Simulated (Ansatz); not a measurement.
# SnAu: the cost of one run

Computed with Ansatz 0.2.0 (DFT r2SCAN, scalar-relativistic, plane waves, PAW, unless a step's input says otherwise).

The COD entry's cell or inner coordinates are ideal or old and differ from later refinements, so a difference from it is no clean test against experiment.

3 further runs of the same task are left out: 1 that didn't finish, 2 set aside as unsound or not needed.

## 1. The structure to begin with

Symmetry: P6_3/mmc, No. 194, hexagonal system. Conventional cell: a = 4.355 Å, b = 4.355 Å, c = 5.607 Å, α = 90.00°, β = 90.00°, γ = 120.00°. Sn (site symmetry -6m2) has 6 Au at 2.88 Å as nearest neighbours. Au (site symmetry -3m) is surrounded by 2 Au at 2.80 Å and 6 Sn at 2.88 Å.

As a file:

```xyz
4
Lattice="4.3553 0.0000 0.0000 -2.1777 3.7718 0.0000 0.0000 0.0000 5.6070" Properties=species:S:1:pos:R:3 pbc="T T T"
Sn    0.0000    2.5145    1.4018
Sn    2.1777    1.2573    4.2053
Au    0.0000    0.0000    0.0000
Au    0.0000    0.0000    2.8035
```

This cell was relaxed beforehand with the same method: volume 23.03 Å³/atom, gap on the mesh none (metal).

## 2. Static run: bands, density of states and charges

input.yaml reads:

```yaml
crystal:
  lattice:
    - [4.3553145837, 0.0, 0.0]
    - [-2.1776572918, 3.7718130709, 0.0]
    - [0.0, 0.0, 5.6070167643]
  atoms:
    - { symbol: Sn, position: [0.3333333333, 0.6666666667, 0.25] }
    - { symbol: Sn, position: [0.6666666667, 0.3333333333, 0.75] }
    - { symbol: Au, position: [0.0, 0.0, 0.0] }
    - { symbol: Au, position: [0.0, 0.0, 0.5] }
basis:
  ecutwfc: 500
kpoints:
  mp_grid: { grid: [12, 12, 8] }
  band_path:
    path:
      - [[0.0, 0.0, 0.0], [0.5, 0.0, 0.0], [0.33333333, 0.33333333, 0.0], [0.0, 0.0, 0.0], [0.0, 0.0, 0.5], [0.5, 0.0, 0.5], [0.33333333, 0.33333333, 0.5], [0.0, 0.0, 0.5]]
      - [[0.5, 0.0, 0.5], [0.5, 0.0, 0.0]]
      - [[0.33333333, 0.33333333, 0.5], [0.33333333, 0.33333333, 0.0]]
    npoints: 14
hamiltonian:
  xc: r2scan
scf:
  occupations: { method: gaussian, width: 0.1 }
  n_extra_bands: 10
output:
  forces: true
  stress: true
  eigenvalues: true
  populations: true
  dos: { projected: true, de: 0.02, nscf_kmesh: { grid: [18, 18, 12] } }
  bader: true
  write_density: true
  write_potential: true
  elf: true
  volumetric_format: npy
```

Started as:

```bash
$ ansatz run input.yaml --threads 1 --pin off --max-ram 2560MiB --backend cpu --events-out ev --progress --plain --runs-dir out
```

**Question.** How long does this run take on 1 thread of Arm Neoverse V1, shared host, and how much memory does it need?

About 3 min, with a peak of 1 GiB.
